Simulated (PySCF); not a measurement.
# ReO₄−: NMR shieldings, part 2 of 2

PySCF 2.14.0. Atoms count from 0.

## 6. NMR shieldings: PBE/pcJ-1 Re:dyall-v2z, non-relativistic

Job settings and geometry (Å):

```
{"job": {"xc": "PBE", "basis": {"default": "pcJ-1", "Re": "dyall-v2z"}, "rel": "nr", "kind": "hnmr"}, "charge": -1, "multiplicity": 1}
Re    -0.000030     0.000050    -0.000020
O      0.010230    -0.017420     1.692720
O      1.592590     0.010060    -0.573880
O     -0.805150     1.385830    -0.545120
O     -0.797650    -1.378510    -0.573690
```

With the program's defaults for keys left out, this is: PBE/pcJ-1 Re:dyall-v2z GIAO NMR shielding, non-relativistic, Gaussian nuclei, gas phase.

Output:

```text
non-relativistic SCF
coarse grid: 29656 points
cycle   1  E = -16082.5328619762  dE = -2.319e+03  |g| = 3.278e+01  |ddm| = 7.154e+00
cycle   2  E = -16053.9292473533  dE =  2.860e+01  |g| = 2.446e+01  |ddm| = 1.295e+01
cycle   3  E = -15859.2209632737  dE =  1.947e+02  |g| = 3.990e+01  |ddm| = 6.885e+01
cycle   4  E = -16085.3441962875  dE = -2.261e+02  |g| = 6.751e+00  |ddm| = 6.742e+01
cycle   5  E = -16066.5565082213  dE =  1.879e+01  |g| = 1.152e+01  |ddm| = 9.523e+00
cycle   6  E = -16087.9799516985  dE = -2.142e+01  |g| = 2.163e+00  |ddm| = 8.857e+00
cycle   7  E = -16088.1106466523  dE = -1.307e-01  |g| = 2.069e+00  |ddm| = 1.299e+00
cycle   8  E = -16088.4999900250  dE = -3.893e-01  |g| = 1.329e+00  |ddm| = 9.078e-01
cycle   9  E = -16088.5814948027  dE = -8.150e-02  |g| = 9.401e-01  |ddm| = 7.493e-01
cycle  10  E = -16088.5372114474  dE =  4.428e-02  |g| = 8.923e-01  |ddm| = 6.590e-01
cycle  11  E = -16088.6812092010  dE = -1.440e-01  |g| = 1.778e-01  |ddm| = 5.226e-01
cycle  12  E = -16088.6855963690  dE = -4.387e-03  |g| = 8.985e-02  |ddm| = 1.057e-01
cycle  13  E = -16088.6867824686  dE = -1.186e-03  |g| = 3.991e-02  |ddm| = 6.418e-02
cycle  14  E = -16088.6870888891  dE = -3.064e-04  |g| = 2.682e-03  |ddm| = 2.217e-02
cycle  15  E = -16088.6870898847  dE = -9.957e-07  |g| = 9.465e-04  |ddm| = 1.941e-03
final grid: 60424 points
cycle  16  E = -16088.6867761931  dE =  2.175e-07  |g| = 4.260e-03  |ddm| = 1.657e-03
cycle  17  E = -16088.6867637601  dE =  1.243e-05  |g| = 8.387e-03  |ddm| = 5.139e-03
cycle  18  E = -16088.6867720860  dE = -8.326e-06  |g| = 5.088e-03  |ddm| = 6.715e-03
cycle  19  E = -16088.6867765919  dE = -4.506e-06  |g| = 1.404e-03  |ddm| = 2.783e-03
cycle  20  E = -16088.6867768156  dE = -2.237e-07  |g| = 8.922e-04  |ddm| = 8.862e-04
cycle  21  E = -16088.6867769081  dE = -9.251e-08  |g| = 6.978e-05  |ddm| = 3.382e-04
cycle  22  E = -16088.6867769087  dE = -6.694e-10  |g| = 2.742e-06  |ddm| = 3.123e-05
converged SCF energy = -16088.6867769087
check of the scalar solution
cycle   1  E = -16088.6867769088  dE = -1.609e+04  |FDS-SDF| = 2.742e-06
cycle   2  E = -16088.6867769090  dE = -1.564e-10  |FDS-SDF| = 1.088e-05
converged, E = -16088.6867769090

Field gradients (au) and densities at the nuclei (bohr^-3)
atom        Vxx        Vyy        Vzz        centre      nuclear mean
  0 Re     0.0003     0.0015    -0.0018     297897.514     296160.390
  1 O     -0.0772    -0.0775     0.1548        309.453        309.440
  2 O     -0.0772    -0.0776     0.1548        309.453        309.440
  3 O     -0.0771    -0.0775     0.1546        309.453        309.440
  4 O     -0.0771    -0.0776     0.1547        309.453        309.440

Core orbital energies (eV)
atom   shell        mean    spread
  0 Re 1s       -65553.215   0.000
  0 Re 2s       -10805.520   0.000
  0 Re 3s        -2476.241   0.000
  0 Re 4s         -497.865   0.000
  0 Re 5s          -64.753   0.000
  0 Re 2p       -10364.314   0.000
  0 Re 3p        -2270.898   0.000
  0 Re 4p         -411.473   0.000
  0 Re 5p          -39.629   0.000
  0 Re 3d        -1887.830   0.001
  0 Re 4d         -253.707   0.008
  0 Re 4f          -46.728   0.015

Shielding tensors (ppm)
atom      isotropic    diamagn.    paramagn.     s11        s22        s33       span
  0 Re      -97.40     8888.56    -8985.96     -97.58     -97.38     -97.24       0.34
  1 O      -298.69      411.76     -710.46    -309.78    -293.26    -293.04      16.74
  2 O      -298.70      411.76     -710.46    -309.79    -293.21    -293.09      16.71
  3 O      -298.72      411.76     -710.48    -309.78    -293.22    -293.15      16.64
  4 O      -298.70      411.76     -710.46    -309.80    -293.20    -293.10      16.70
```

Run time: 15 s. Hardware: 1 thread of Arm Neoverse V2, shared host; peak memory 0.99 GiB.

## 7. NMR shieldings: GIAO PBE/pcJ-1 Re:def2-TZVP, core potentials from Rb on, else non-relativistic

Job settings and geometry (Å):

```
{"job": {"xc": "PBE", "basis": {"default": "pcJ-1", "Re": "def2-TZVP"}, "rel": "ecp", "pop": false, "kind": "hnmr"}, "charge": -1, "multiplicity": 1}
Re    -0.000030     0.000050    -0.000020
O      0.010230    -0.017420     1.692720
O      1.592590     0.010060    -0.573880
O     -0.805150     1.385830    -0.545120
O     -0.797650    -1.378510    -0.573690
```

Level: GIAO PBE/pcJ-1 Re:def2-TZVP NMR shielding, scalar-relativistic core potentials on the heavy atoms, no spin-orbit coupling, gas phase.

Output:

```text
coarse grid: 29656 points
cycle   1  E = -378.1259280433  dE = -1.875e+01  |g| = 2.495e+00  |ddm| = 8.637e+00
cycle   2  E = -370.2570146925  dE =  7.869e+00  |g| = 6.652e+00  |ddm| = 5.840e+00
cycle   3  E = -379.1420542628  dE = -8.885e+00  |g| = 6.649e-01  |ddm| = 5.097e+00
cycle   4  E = -379.1903448472  dE = -4.829e-02  |g| = 4.418e-01  |ddm| = 8.143e-01
cycle   5  E = -379.2297613704  dE = -3.942e-02  |g| = 5.842e-02  |ddm| = 2.893e-01
cycle   6  E = -379.2303427225  dE = -5.814e-04  |g| = 1.232e-02  |ddm| = 2.500e-02
cycle   7  E = -379.2303472023  dE = -4.480e-06  |g| = 1.100e-02  |ddm| = 8.688e-03
cycle   8  E = -379.2303693930  dE = -2.219e-05  |g| = 1.312e-03  |ddm| = 5.302e-03
cycle   9  E = -379.2303696974  dE = -3.044e-07  |g| = 1.533e-04  |ddm| = 6.368e-04
final grid: 60424 points
cycle  10  E = -379.2302768617  dE = -3.876e-08  |g| = 5.612e-04  |ddm| = 7.112e-04
cycle  11  E = -379.2302761003  dE =  7.614e-07  |g| = 2.116e-03  |ddm| = 1.345e-03
cycle  12  E = -379.2302769148  dE = -8.145e-07  |g| = 1.596e-04  |ddm| = 1.066e-03
cycle  13  E = -379.2302769191  dE = -4.344e-09  |g| = 5.537e-05  |ddm| = 1.079e-04
cycle  14  E = -379.2302769197  dE = -5.452e-10  |g| = 7.238e-06  |ddm| = 2.802e-05
converged SCF energy = -379.2302769197

GIAO shielding tensors (ppm)
atom      isotropic    diamagn.    paramagn.     s11        s22        s33       span
  0 Re         nan         nan         nan        nan        nan        nan        nan
  1 O     -221.706     400.080    -621.786   -234.706   -234.479   -195.934     38.772
  2 O     -221.681     400.080    -621.761   -234.747   -234.444   -195.852     38.895
  3 O     -221.676     400.081    -621.757   -234.736   -234.548   -195.745     38.991
  4 O     -221.639     400.079    -621.718   -234.705   -234.542   -195.670     39.035
```

Wall time 9.2 s (1 thread of Arm Neoverse V2, shared host); peak memory 0.83 GiB.

An atom whose core is replaced by a potential has no meaningful shielding, so its row holds no numbers.

## 8. Shieldings side by side

```csv
run,Re0,O2,O1,O4,O3,time
"step 2, PBE/pcJ-1 Re:dyall-v2z, spin–orbit",3699.6,-206.0,-206.0,-206.0,-206.0,75 s
"step 3, PBE/pcJ-1 Re:dyall-v2z, spin–orbit (one-electron part alone)",3654.3,-202.8,-202.8,-202.8,-202.8,64 s
"step 4, PBE/pcJ-1 Re:dyall-v2z, spin-free",190.6,-212.1,-212.1,-212.1,-212.1,20 s
"step 5, PBE/pcJ-1 Re:dyall-v2z, spin-free with spin-dependent field terms",4119.2,-209.0,-209.0,-209.0,-209.0,51 s
"step 6, PBE/pcJ-1 Re:dyall-v2z, non-relativistic",-97.4,-298.7,-298.7,-298.7,-298.7,15 s
"step 7, GIAO PBE/pcJ-1 Re:def2-TZVP, core potentials from Rb on, else non-relativistic",–,-221.7,-221.7,-221.6,-221.7,9.2 s
```

## 9. Summary of results

What follows sums up all 2 parts.

| quantity | value |
| --- | --- |
| energy from spin-orbit coupling (step 2, PBE/pcJ-1 Re:dyall-v2z, spin–orbit) | -13.1590 Eh |
| shieldings (step 2, PBE/pcJ-1 Re:dyall-v2z, spin–orbit) | Re0 3699.6, O1 -206.0, O2 -206.0, O3 -206.0, O4 -206.0 ppm |
| energy from spin-orbit coupling (step 3, PBE/pcJ-1 Re:dyall-v2z, spin–orbit (one-electron part alone)) | -13.9809 Eh |
| shieldings (step 3, PBE/pcJ-1 Re:dyall-v2z, spin–orbit (one-electron part alone)) | Re0 3654.3, O1 -202.8, O2 -202.8, O3 -202.8, O4 -202.8 ppm |
| shieldings (step 4, PBE/pcJ-1 Re:dyall-v2z, spin-free) | Re0 190.6, O1 -212.1, O2 -212.1, O3 -212.1, O4 -212.1 ppm |
| shieldings (step 5, PBE/pcJ-1 Re:dyall-v2z, spin-free with spin-dependent field terms) | Re0 4119.2, O1 -209.0, O2 -209.0, O3 -209.0, O4 -209.0 ppm |
| shieldings (step 6, PBE/pcJ-1 Re:dyall-v2z, non-relativistic) | Re0 -97.4, O1 -298.7, O2 -298.7, O3 -298.7, O4 -298.7 ppm |
| shieldings (step 7, GIAO PBE/pcJ-1 Re:def2-TZVP, core potentials from Rb on, else non-relativistic) | O1 -221.7, O2 -221.7, O3 -221.7, O4 -221.6 ppm |

The steps not marked spin–orbit leave spin-orbit coupling out. Re0 moves most between the runs, by 4217 ppm; the labels say what changes from run to run. The geometry comes from tight binding, which is rough for metal atoms, and these values hang on it.
